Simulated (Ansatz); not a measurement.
# FH4NSn: how energies converge with the basis set

An exercise on one series of results from a longer session: the logs are not shown, and one member is left open.

Method: one geometry, several basis sets; program: Ansatz 0.2.0, Gaussian basis.

Plan: PBE0-D4/def2-SVP; ωB97M-V/def2-SVP; PBE0-D4/def2-QZVPP; ωB97M-V/def2-QZVPP; the functionals' def2-TZVPP values are taken from earlier runs.

**Structure used throughout**

All runs share one geometry, relaxed beforehand with PBE0-D4 in a triple-zeta def2 set. Sn takes the def2 core potential; no spin-orbit term is included.

SMILES `[NH2][SnH2][F]`, 7 atoms, charge 0, spin multiplicity 1.

Atoms are counted from 1 here; the program's logs count them from 0.

Bond lengths: N1–Sn2 1.995 Å, N1–H4 1.008 Å, N1–H5 1.008 Å, Sn2–F3 1.926 Å, Sn2–H6 1.699 Å, Sn2–H7 1.699 Å. Angles: Sn2–N1–H4 117.7°, Sn2–N1–H5 117.8°, H4–N1–H5 110.3°, N1–Sn2–F3 105.2°, N1–Sn2–H6 111.6°, N1–Sn2–H7 111.8°, F3–Sn2–H6 103.8°, F3–Sn2–H7 103.8°, H6–Sn2–H7 119.0°.

Set-up of the first run:

File in.yaml:

```yaml
crystal:
  periodic: [false, false, false]
  atoms:
    - {symbol: N, position_ang: [-0.824612, 0.088348, -0.942973]}
    - {symbol: Sn, position_ang: [0.497703, -0.065072, 0.542914]}
    - {symbol: F, position_ang: [0.233937, -1.827470, 1.272373]}
    - {symbol: H, position_ang: [-1.584168, 0.741362, -0.829557]}
    - {symbol: H, position_ang: [-0.469500, 0.125466, -1.885695]}
    - {symbol: H, position_ang: [0.113070, 0.971120, 1.833765]}
    - {symbol: H, position_ang: [2.094868, -0.101755, -0.036627]}
basis:
  gaussian: {orbitals: def2-SVP}
hamiltonian: {xc: pbe0, dispersion: d4}
output: {orbitals: {seedname: orbitals}}
```

Steps of the session up to this table: PBE0-D4 in def2-SVP; ωB97M-V in def2-SVP; PBE0-D4 in def2-QZVPP; ωB97M-V in def2-QZVPP.

One table of the session follows, with a row left open; its other results are not shown here.

It belongs to the step «Functionals by basis». 

```
functional       basis  HOMO (eV)  LUMO (eV)
   PBE0-D4    def2-SVP      -7.42       0.24
   PBE0-D4  def2-TZVPP          ?          ?
   PBE0-D4  def2-QZVPP      -7.72      -0.36
   ωB97M-V    def2-SVP      -9.78       1.98
   ωB97M-V  def2-TZVPP     -10.06       1.21
   ωB97M-V  def2-QZVPP     -10.11       0.87
```

Estimate the missing values for PBE0-D4, def2-TZVPP.

**Answer.** HOMO (eV): -7.68; LUMO (eV): -0.20. In the column «HOMO (eV)» it lies between PBE0-D4, def2-QZVPP (-7.72) and PBE0-D4, def2-SVP (-7.42).
